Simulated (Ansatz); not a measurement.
This script for Ansatz 0.2.0, Python API starts 2 runs on Br₂Zn, SMILES [Br][Zn][Br]. What input does the engine get in each?

`cas_br2zn.py`:
```python
"""Active-space calculation on Br2Zn."""

import ansatz as az

BASIS_SET = "def2-SVP"

GEOMETRY = """
Br    1.13880    1.84690    0.81520
Zn   -0.21320    0.20440   -0.09160
Br   -0.93660   -2.11610   -0.73690
"""


def main() -> None:
    geometry = az.Crystal.molecule()
    for line in GEOMETRY.strip().splitlines():
        symbol, *xyz = line.split()
        geometry = geometry.atom(symbol, [float(v) for v in xyz])

    calculation = (
        geometry.calculation()
        .basis(gaussian=BASIS_SET)
        .scf(lower_state_search="light")
        .correlation(active_electrons=4, active_orbitals=4)
    )
    for method in [None, "sc_nevpt2"]:
        report = (calculation if method is None else calculation.correlation(method)).run(threads=1).report
        space = report["configurations"]
        state = space["states"][0]
        print(method or "casscf", f"total {report['free_energy_ev'] / 27.211386246:.6f} Ha, active-space state {state['energy']['hartree']:.6f} Ha, mean field {report['reference_energy_ev'] / 27.211386246:.6f} Ha")
        print("  determinants", state["n_determinants"], " natural occupations", [round(n, 3) for n in space["natural_occupations"]])


if __name__ == "__main__":
    main()
```

Run 1:
```yaml
crystal:
  periodic: [false, false, false]
  atoms:
    - { symbol: Br, position_ang: [1.1388, 1.8469, 0.8152] }
    - { symbol: Zn, position_ang: [-0.2132, 0.2044, -0.0916] }
    - { symbol: Br, position_ang: [-0.9366, -2.1161, -0.7369] }
basis:
  gaussian:
    orbitals: def2-SVP
correlation:
  active_space:
    window:
      electrons: 4
      orbitals: 4
scf:
  lower_state_search: light
```

Run 2, against run 1:
```diff
+  method: sc_nevpt2
```

Output of `python cas_br2zn.py`:
```text
casscf total -6921.907361 Ha, active-space state -6921.907361 Ha, mean field -6921.882388 Ha
  determinants 36  natural occupations [1.988, 1.979, 0.021, 0.013]
RunWarning: the results are in doubt because another end's mean lies 0.160 eV lower, and its corrected mean 0.173 eV higher
sc_nevpt2 total -6922.697383 Ha, active-space state -6921.901432 Ha, mean field -6921.882388 Ha
  determinants 36  natural occupations [1.983, 1.974, 0.03, 0.014]
```
(Warnings from the package without file and line.)

What to keep in mind:
- The settings weren't tested for convergence.
- The geometry is a force-field or estimated start, not a minimum of this method, and the basis set is short of its limit. The active space starts as a window about the frontier orbitals and is then optimised, not chosen by chemistry.
- A lower CASSCF solution was found and passed over, so the printed active-space state isn't the lowest.
- Wall time of the script: 2.3 min on 1 thread of Arm Neoverse V1, on a shared host, peak memory 0.45 GiB.

(Lines on the test bed's own set-up are left out of the output.)
